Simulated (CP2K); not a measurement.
MoSe:

```
Mo Se
1.0
     4.09115    0.00000    0.00000
     2.04557    3.54304    0.00000
     2.04557    1.18101    3.34041
Mo Se
1 1
Direct
  0.00000 0.00000 0.00000
  0.50000 0.50000 0.50000
```

The cell was built by a generator and needn't be a form met in nature.

- Program: CP2K 2026.2
- Task: relaxation of cell and atoms
- Functional: PBE
- Dispersion: D4
- Potentials or basis: POTENTIAL_UZH Mo GTH-PBE-q14, Se GTH-PBE-q6; DZVP-MOLOPT-PBE-GTH basis
- Density cutoff: 6123 eV
- k mesh: 6 × 6 × 6
- Occupations: fermi-dirac, width 0.05 eV
- Spin: no spin polarisation

At the start: pressure -21.7 GPa; volume 24.21 Å³/atom.

Q: Where does the relaxation end?

A: Over 9 steps the energy falls by 636.8 meV/atom and the volume is 17.49 Å³/atom (-27.8 %); space group C2/m (No. 12, to 0.05 Å).

The path:
| step | energy change (eV) | largest force (eV/Å) | volume (Å³) |
| --- | --- | --- | --- |
| 1 | 0.0000 | 0.0000 | 48.42 |
| 2 | -0.1003 | 0.0000 | 47.68 |
| 3 | -1.0824 | 0.0000 | 39.08 |
| 4 | -1.1097 | 0.0000 | 31.56 |
| 5 | -1.2325 | 0.0000 | 36.66 |
| 6 | -1.2627 | 0.0000 | 35.75 |
| 7 | -1.2740 | 0.0000 | 34.90 |
| 8 | -1.2737 | 0.0000 | 34.97 |
| 9 | -1.2736 | 0.0000 | 34.97 |

Final structure:
```
Mo Se
1.0
     3.76265    0.00000    0.00000
     2.04495    3.16372    0.00000
     2.04495    1.18029    2.93808
Mo Se
1 1
Cartesian
  0.0000 0.0000 0.0000
  3.9263 2.1720 1.4690
```

Caveat: the volume moved by over 15 % at a fixed basis, so the end points are rough; the basis of atomic orbitals isn't converged, which shifts pressures, moduli and gaps; the real-space grid breaks the cell's symmetry a little; pairwise dispersion overbinds metals, which lowers pressure and volume.
